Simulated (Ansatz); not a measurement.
I need a single point from an input written key by key of CH4BClOSn, SMILES Cl[B]1O[CH2][SnH2]1. Use the Python package of Ansatz (0.2.0). Settings: Hartree-Fock, def2-SVP basis, multiplicity 1.

`ch4bclosn.yaml`
```yaml
crystal:
  periodic: [false, false, false]
  atoms:
    - { symbol: Cl, position_ang: [-1.7575, -1.8962, -1.7705] }
    - { symbol: B, position_ang: [-1.0939, -0.4245, -0.8673] }
    - { symbol: O, position_ang: [-0.2828, 0.7301, -1.3265] }
    - { symbol: C, position_ang: [0.8153, 0.8371, -0.3405] }
    - { symbol: Sn, position_ang: [-0.0866, -0.3744, 1.1215] }
    - { symbol: H, position_ang: [0.8492, 1.8932, 0.0018] }
    - { symbol: H, position_ang: [1.7292, 0.4153, -0.7065] }
    - { symbol: H, position_ang: [0.9, -1.7767, 1.4878] }
    - { symbol: H, position_ang: [-0.9845, 0.5498, 2.3832] }
basis:
  gaussian: { orbitals: def2-SVP }
hamiltonian:
  xc: hf
output:
  forces: true
```

The script, `deck.py`:
```python
# -*- coding: utf-8 -*-
"""CH4BClOSn through the session interface."""

import ansatz as az
import numpy as np
import pandas as pd

session = az.Session.from_deck("ch4bclosn.yaml")
report = session.plan(threads=1).execute().report

print(f"E = {report['free_energy_ev']:.6f} eV = {report['free_energy_ev'] / 27.211386246:.7f} Ha")
print("converged:", report["converged"], " doubts:", report["published_state_doubts"] or "none")
symbols = ["Cl", "B", "O", "C", "Sn", "H", "H", "H", "H"]
state = report["mean_field"]["state"]
print(f"mean field: {state['energy']['hartree']:.7f} Ha, <S^2> = {abs(state['spin_squared']):.4f}, stability: {state.get('stability', {}).get('kind')}")

forces = np.array(report["forces_ev_ang"])
print("largest force", round(float(np.linalg.norm(forces, axis=1).max()), 4), "eV/A, rms", round(float(np.sqrt((forces ** 2).mean())), 4))
charges = report["charge_distribution"]
table = pd.DataFrame({"atom": symbols, "mulliken": charges["mulliken_charges_e"], "lowdin": charges["lowdin_charges_e"]})
print(table.round(3).to_string())
print("dipole (e A):", np.round(charges["dipole_moment_e_ang"], 4) + 0.0)
```

Output of `python deck.py`:
```text
E = -22103.909509 eV = -812.3036919 Ha
converged: True  doubts: none
mean field: -812.3036919 Ha, <S^2> = 0.0000, stability: minimum
largest force 4.0395 eV/A, rms 1.3009
  atom  mulliken  lowdin
0   Cl    -0.230   0.205
1    B     0.356  -0.403
2    O    -0.524   0.001
3    C     0.001   0.028
4   Sn     0.498   0.346
5    H     0.079   0.003
6    H     0.077  -0.006
7    H    -0.129  -0.087
8    H    -0.127  -0.086
dipole (e A): [0.2516 0.0725 0.5064]
```

What to keep in mind:
- Total energies depend on the basis set; only differences at equal settings carry meaning.
- The geometry is a force-field or estimated start, not a minimum of this method, and the basis set is short of its limit.
- The Löwdin charges here are taken after orthogonalising the functions within each atom; they differ from plain Löwdin charges, and their signs can be unphysical.
- Wall time of the script: 3.3 s on 1 thread of Arm Neoverse V1, with other jobs on the host, peak memory 0.31 GiB.
